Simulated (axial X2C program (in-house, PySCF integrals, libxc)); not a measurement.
# CuF⁺: properties at the nuclei

Wanted for CuF⁺: properties at the nuclei, at the two-component level.

Computed with an in-house X2C program for linear molecules on PySCF integrals. Level: two-component X2C with atomic mean-field terms, Cu dyall-acv3z, F dyall-av3z.

All values are calculated.

### 1 Set-up

File task.json:

```json
{"zs": [29, 9], "q": 1, "bas": ["dyall-acv3z", "dyall-av3z"], "r0": 1.76, "levels": ["PBE0", "HF", "B3LYP"], "nst": 1, "ff": 1, "thr": -3.5, "nmax": 130, "opt": {"ecut": 60}}
```

Keys: zs atomic numbers; q charge; bas basis sets; r0 starting distance in Å; levels methods (HF also brings MP2); nst determinants followed; ff finite-field run; thr threshold in hartree for freezing inner shells (an s shell follows its p shell); nmax most natural virtual spinors; ecut virtual cutoff in hartree.

On the command line:

```sh
$ python soeom.py task.json out
```

Nuclei are Gaussian, cores are contracted, and the Gaunt term is on.

### 2 Expectation values, lowest determinant

R = 1.679 Å. State: Ω = 1/2 (excess of +ω over −ω: ω = 1/2).

Output of the PBE0 run:

```text
two-component X2C + atomic mean field  PBE0
basis functions 175  fitting functions 924  grid points 5075
iter        total energy     max residual
   1      -1753.624512125     4.63e-06
   2      -1753.624512126     3.40e-06
converged
one-electron -2593.30990601  Coulomb 835.82014317  exact exchange -19.05039553  xc functional -58.82924150  nuclear repulsion 82.26042409  atomic mean-field constant -0.51553634
```

The highest occupied spinor is 80% F p, 15% Cu d, 3% Cu p.

| level | Eeff magnitude (GV/cm) | Ws magnitude Cu (kHz) | A∥/gI Cu (MHz) | qzz Cu (a.u.) | A∥/gI F (MHz) | qzz F (a.u.) |
| --- | --- | --- | --- | --- | --- | --- |
| PBE0 | 0.798 | 0.533 | 1140 | 2.13 | 195 | 2.85 |
| HF | 0.474 | 0.303 | 705 | 2.35 | 75.6 | 1.47 |
| B3LYP | 0.807 | 0.543 | 1230 | 2.13 | 210 | 2.99 |

Eeff is the effective electric field on the electron dipole moment in this Ω state and Ws the scalar–pseudoscalar constant (defined with the proton number Z and per Ω); A∥ is the parallel hyperfine constant, which follows by multiplying with the nuclear g factor gI = μI/(I μN); qzz is the electric field gradient, eQq0 = 234.96 MHz × Q/barn × qzz. The operators were transformed with the bare-nucleus X2C matrices.

### 3 Finite-field coupled cluster

Output:

```text
two-component X2C + atomic mean field  HF
basis functions 175  fitting functions 924  grid points 5075
iter        total energy     max residual
   1      -1751.946457231     1.58e-01
   2      -1751.987079698     2.04e-02
   3      -1751.996492790     1.89e-02
   4      -1752.000999403     1.25e-02
   5      -1752.004774172     7.55e-03
   6      -1752.005567577     3.93e-03
   7      -1752.005934382     1.40e-03
   8      -1752.006045754     1.18e-03
   9      -1752.006087825     1.14e-03
  10      -1752.006105399     1.09e-03
  11      -1752.006119605     1.06e-03
  12      -1752.006152176     9.68e-04
  13      -1752.006246109     5.97e-04
  14      -1752.006278859     3.52e-04
  15      -1752.006295982     1.46e-04
  16      -1752.006296180     5.22e-05
  17      -1752.006296366     1.80e-05
  18      -1752.006296369     2.96e-06
  19      -1752.006296370     9.46e-07
converged
one-electron -2592.89130561  Coulomb 835.56794723  exact exchange -76.42782575  xc functional 0.00000000  nuclear repulsion 82.26042409  atomic mean-field constant -0.51553634
correlated 25  virtual 279  natural virtual 130  E(MP2) -1.100972381  MP2 remainder -0.051971688
iter   CCSD correlation   residual
   1     -0.940263830   1.88e-01
   2     -0.975267994   8.28e-02
   3     -0.981013758   2.73e-02
   4     -0.981801035   1.65e-02
   5     -0.982312851   9.21e-03
   6     -0.982658885   3.52e-03
   7     -0.982714799   1.36e-03
   8     -0.982734743   4.74e-04
   9     -0.982749446   2.44e-04
  10     -0.982736635   1.44e-04
  11     -0.982742376   9.84e-05
  12     -0.982739394   7.69e-05
  13     -0.982740533   4.88e-05
  14     -0.982741157   2.84e-05
  15     -0.982740498   1.73e-05
  16     -0.982740289   1.05e-05
  17     -0.982739983   5.42e-06
  18     -0.982739858   3.27e-06
  19     -0.982739794   1.70e-06
  20     -0.982739767   8.78e-07
  21     -0.982739775   5.08e-07
(T) -0.024573945  T1 0.0321  D1 0.1413  max T2 0.051
```

T1 in the output is the amplitude norm over the root of the electron number; divide by √2 for the Lee–Taylor value.

25 electrons correlated in 130 natural virtual spinors, MP2 remainder added; T1 = 0.023.

```csv
level,Eeff magnitude (GV/cm),Ws magnitude Cu (kHz),A∥/gI Cu (MHz),qzz Cu (a.u.),A∥/gI F (MHz)
HF,0.474,0.303,705,2.35,75.6
MP2,0.643,0.421,931,2.73,132
CCSD,0.673,0.446,949,2.48,143
CCSD(T),0.709,0.474,1040,2.53,146
```

### 4 Results

| quantity | value |
| --- | --- |
| lowest determinant | Ω = 1/2 (excess of +ω over −ω: ω = 1/2) |
| Eeff magnitude (GV/cm), PBE0 | 0.798 |
| Ws magnitude Cu (kHz), PBE0 | 0.533 |
| A∥/gI Cu (MHz), PBE0 | 1140 |
| qzz Cu (a.u.), PBE0 | 2.13 |
| Eeff magnitude (GV/cm), CCSD(T) | 0.709 |
| Ws magnitude Cu (kHz), CCSD(T) | 0.474 |
| A∥/gI Cu (MHz), CCSD(T) | 1040 |
| qzz Cu (a.u.), CCSD(T) | 2.53 |

**Reading.** In the first state, the effective field runs from 0.474 to 0.807 GV/cm over the mean-field levels. The expectation values come from single determinants, which for open shells can mix terms of unlike spin or miss the lowest Ω, so a determinant need not be a state. Eeff is the effective electric field on the electron dipole moment in this Ω state and Ws the scalar–pseudoscalar constant (defined with the proton number Z and per Ω); A∥ is the parallel hyperfine constant, which follows by multiplying with the nuclear g factor gI = μI/(I μN); qzz is the electric field gradient, eQq0 = 234.96 MHz × Q/barn × qzz. The operators were transformed with the bare-nucleus X2C matrices. Correlation of the inner shells is missing, which matters for properties at the nucleus.
